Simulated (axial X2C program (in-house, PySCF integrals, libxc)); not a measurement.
# Linear HGeH⁺ at several levels

How do method and spin–orbit coupling move the bonds and stretches of HGeH⁺, held linear?

Method: all-electron X2C, two-component (2c) or spin-free, H dyall-v3z, Ge dyall-v3z; program: an in-house X2C program for linear molecules on PySCF integrals.

All values are calculated.

2 further runs of the same task are left out: 2 set aside as unsound or not needed.

## (1) Set-up

task.json

```json
{
 "zs": [
  1,
  32,
  1
 ],
 "q": 1,
 "bas": [
  "dyall-v3z",
  "dyall-v3z",
  "dyall-v3z"
 ],
 "r0": [
  1.53,
  1.53
 ],
 "symm": 1,
 "scan": [
  "PBE0",
  "HF",
  "PBE"
 ],
 "levels": [
  "PBE0",
  "HF",
  "r2SCAN"
 ],
 "nst": 2
}
```

Keys: zs atomic numbers; q charge; bas basis sets; r0 starting distance in Å; symm equal bonds; scan levels of the two-bond scan (MP2 follows by itself at each HF point); levels methods; nst determinants followed.

Command:

```console
python solin.py task.json out
```

Masses H 1.008, Ge 73.921, H 1.008 u.

## (2) Scan at PBE0, 2c

State: Ω = 1/2 (beyond evenly filled blocks: ω = 1/2). Energies above the lowest point, from the job's result record:

| r(H–Ge) (Å) | r(Ge–H) (Å) | E (meV) |
| --- | --- | --- |
| 1.4625 | 1.4625 | 26.68 |
| 1.4625 | 1.5000 | 13.91 |
| 1.4625 | 1.5375 | 26.91 |
| 1.5000 | 1.4625 | 13.91 |
| 1.5000 | 1.5000 | 0.00 |
| 1.5000 | 1.5375 | 11.85 |
| 1.5000 | 1.5750 | 45.39 |
| 1.5375 | 1.4625 | 26.91 |
| 1.5375 | 1.5000 | 11.85 |
| 1.5375 | 1.5375 | 22.55 |
| 1.5750 | 1.5000 | 45.39 |
| 1.5750 | 1.5750 | 86.11 |

A quadratic surface with cubic terms in each bond gives the minimum at 1.501 and 1.501 Å, force constants 2.93, 2.93 and coupling -0.13 mdyn/Å.

## (3) Scan at HF, 2c

State: Ω = 1/2 (beyond evenly filled blocks: ω = 1/2). Energies above the lowest point, from the job's result record:

```csv
r(H–Ge) (Å),r(Ge–H) (Å),E (meV)
1.4625,1.4625,13.71
1.4625,1.5000,7.25
1.4625,1.5375,27.92
1.5000,1.4625,7.25
1.5000,1.5000,0.00
1.5000,1.5375,19.89
1.5000,1.5750,62.62
1.5375,1.4625,27.92
1.5375,1.5000,19.89
1.5375,1.5375,39.02
1.5750,1.5000,62.62
1.5750,1.5750,122.30
```

A quadratic surface with cubic terms in each bond gives the minimum at 1.490 and 1.490 Å, force constants 3.22, 3.22 and coupling -0.09 mdyn/Å.

## (4) Scan at PBE, 2c

State: Ω = 1/2 (beyond evenly filled blocks: ω = 1/2). Energies above the lowest point, from the job's result record:

```csv
r(H–Ge) (Å),r(Ge–H) (Å),E (meV)
1.4625,1.4625,42.41
1.4625,1.5000,21.83
1.4625,1.5375,26.57
1.5000,1.4625,21.83
1.5000,1.5000,0.00
1.5000,1.5375,3.46
1.5000,1.5750,28.19
1.5375,1.4625,26.57
1.5375,1.5000,3.46
1.5375,1.5375,5.64
1.5750,1.5000,28.19
1.5750,1.5750,51.18
```

A quadratic surface with cubic terms in each bond gives the minimum at 1.514 and 1.514 Å, force constants 2.71, 2.71 and coupling -0.15 mdyn/Å.

## (5) The levels side by side

| level | r(H–Ge) (Å) | r(Ge–H) (Å) | lower stretch (cm⁻¹) | upper stretch (cm⁻¹) |
| --- | --- | --- | --- | --- |
| PBE0, 2c | 1.501 | 1.501 | 2169.9 | 2300.9 |
| HF, 2c | 1.490 | 1.490 | 2298.4 | 2392.3 |
| PBE, 2c | 1.514 | 1.514 | 2079.0 | 2224.3 |
| MP2, 2c | 1.483 | 1.483 | 2244.4 | 2380.3 |
| PBE0, spin-free | 1.500 | 1.500 | 2170.6 | 2301.8 |
| HF, spin-free | 1.490 | 1.490 | 2299.2 | 2393.5 |
| PBE, spin-free | 1.514 | 1.514 | 2079.7 | 2225.4 |
| MP2, spin-free | 1.483 | 1.483 | 2244.9 | 2380.9 |

Scans not shown above were run alike.

**Reading.** Over the levels the H–Ge bond spans 1.483 to 1.514 Å and the Ge–H bond 1.483 to 1.514 Å. At PBE0 spin–orbit coupling leaves both bonds unchanged to 0.001 Å. Each state is one determinant, the lowest of a limited PBE0 search; the stretches come from a fit to few points and are good to some per cent at best. The stretches are sorted by size, and where the two bonds are alike the symmetric and antisymmetric modes can swap order between levels. MP2 freezes inner shells (threshold -2 hartree). The molecule was held linear; bending was not examined, so a bent shape may lie lower. Note: functional without a current term on a determinant with orbital currents, of the molecule or an atom.
